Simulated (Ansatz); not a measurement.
# CH₆NOSbSi: a ladder of functionals and wavefunction methods

How much do the methods differ for CH₆NOSbSi? The plan is to run it at one geometry with functionals of several rungs and with coupled cluster, and see how far each lands from CCSD(T) at the basis-set limit for the atomisation energy.

The runs use Ansatz 0.2.0, Gaussian basis; functionals in def2-TZVPP, the program's frozen cores in correlated methods.

Plan: PBE-D4, r2SCAN-D4, PBE0-D4, B3LYP-D4, ωB97X-V, ωB97M-V, B2PLYP; CCSD(T)/def2-TZVPP; MP2/def2-QZVPP; extrapolation to the limit.

**1. The geometry**

The geometry comes from an earlier relaxation with PBE0-D4 in a triple-zeta def2 set; it is a stationary point, not always the lowest conformer. Sb takes the def2 core potential; no spin-orbit term is included.

SMILES `[SiH3]O/C=[N]\[SbH2]`, 11 atoms, charge 0, spin multiplicity 1.

Atoms are counted from 1 here; the program's logs count them from 0.

Bond lengths: Si1–O2 1.667 Å, Si1–H6 1.477 Å, Si1–H7 1.485 Å, Si1–H8 1.485 Å, O2–C3 1.352 Å, C3–N4 1.250 Å, C3–H9 1.099 Å, N4–Sb5 2.065 Å, Sb5–H10 1.717 Å, Sb5–H11 1.717 Å. Angles: O2–Si1–H6 105.3°, O2–Si1–H7 110.0°, O2–Si1–H8 110.0°, H6–Si1–H7 111.1°, H6–Si1–H8 111.1°, H7–Si1–H8 109.3°, Si1–O2–C3 125.6°, O2–C3–N4 126.2°, O2–C3–H9 113.9°, N4–C3–H9 119.9°, C3–N4–Sb5 120.8°, N4–Sb5–H10 97.1°, N4–Sb5–H11 97.1°, H10–Sb5–H11 90.1°.

**2. PBE-D4 (GGA)**

The input, in.yaml:

```yaml
crystal:
  periodic: [false, false, false]
  atoms:
    - {symbol: Si, position_ang: [-1.711082, 0.774272, 0.198134]}
    - {symbol: O, position_ang: [-0.223926, 0.040662, 0.023540]}
    - {symbol: C, position_ang: [0.965654, 0.680269, -0.041995]}
    - {symbol: N, position_ang: [2.086665, 0.142255, -0.171337]}
    - {symbol: Sb, position_ang: [2.266573, -1.910104, -0.308030]}
    - {symbol: H, position_ang: [-2.690622, -0.331342, 0.211485]}
    - {symbol: H, position_ang: [-1.754312, 1.541113, 1.468682]}
    - {symbol: H, position_ang: [-1.960952, 1.695296, -0.939226]}
    - {symbol: H, position_ang: [0.887212, 1.774019, 0.029349]}
    - {symbol: H, position_ang: [0.994369, -2.160410, -1.434000]}
    - {symbol: H, position_ang: [1.205822, -2.303030, 0.983999]}
basis:
  gaussian: {orbitals: def2-TZVPP}
hamiltonian: {xc: pbe, dispersion: d4}
output: {forces: true, orbitals: {seedname: orbitals}}
```

On the command line:

```bash
ansatz run in.yaml --threads 4 --pin off --events-out ev --progress --plain --max-ram 10444MiB
```

The runs that follow: r2SCAN-D4 (meta-GGA); PBE0-D4 (hybrid); B3LYP-D4 (hybrid); ωB97X-V (range-separated); ωB97M-V (range-separated); B2PLYP (double hybrid); CCSD(T) in def2-TZVPP; MP2 in def2-QZVPP.

**Question.** What will the summary of the whole plan be? Wanted: atomisation energy, CCSD(T)/CBS; farthest; mean size of error, hybrid; mean size of error, range-separated; gap, smallest and largest; T1 diagnostic; triples share of the correlation energy.

**Answer**, as computed:

```
                               quantity                                           value
        atomisation energy, CCSD(T)/CBS                                       37.401 eV
    functionals within 0.374 eV (1.0 %)  r2SCAN-D4, PBE0-D4, B3LYP-D4, ωB97X-V, ωB97M-V
                               farthest                              PBE-D4 (+0.776 eV)
             mean size of error, hybrid                                        0.266 eV
    mean size of error, range-separated                                        0.195 eV
              gap, smallest and largest            4.60 eV (PBE-D4), 10.98 eV (ωB97X-V)
                          T1 diagnostic                                          0.0152
triples share of the correlation energy                                           3.8 %
```

PBE-D4 misses by +0.776 eV. Double hybrids carry the basis error of their MP2 part in triple zeta, and no dispersion term here, so their miss is partly the set-up's. Misses under about 0.374 eV are within the doubt on the reference itself, which lacks core-valence correlation, spin-orbit coupling and higher excitations, and its outer-core shells are covered unevenly. All levels share the lack of spin-orbit coupling, which lowers the free heavy atoms and so the true binding. Hartree-Fock recovers 66 % of the binding; the rest is correlation. The gap grows from 4.6 to 11.0 eV across the functionals, mostly with the share of exact exchange. Correlated methods include outer-core shells of Sb, which these sets cover unevenly.
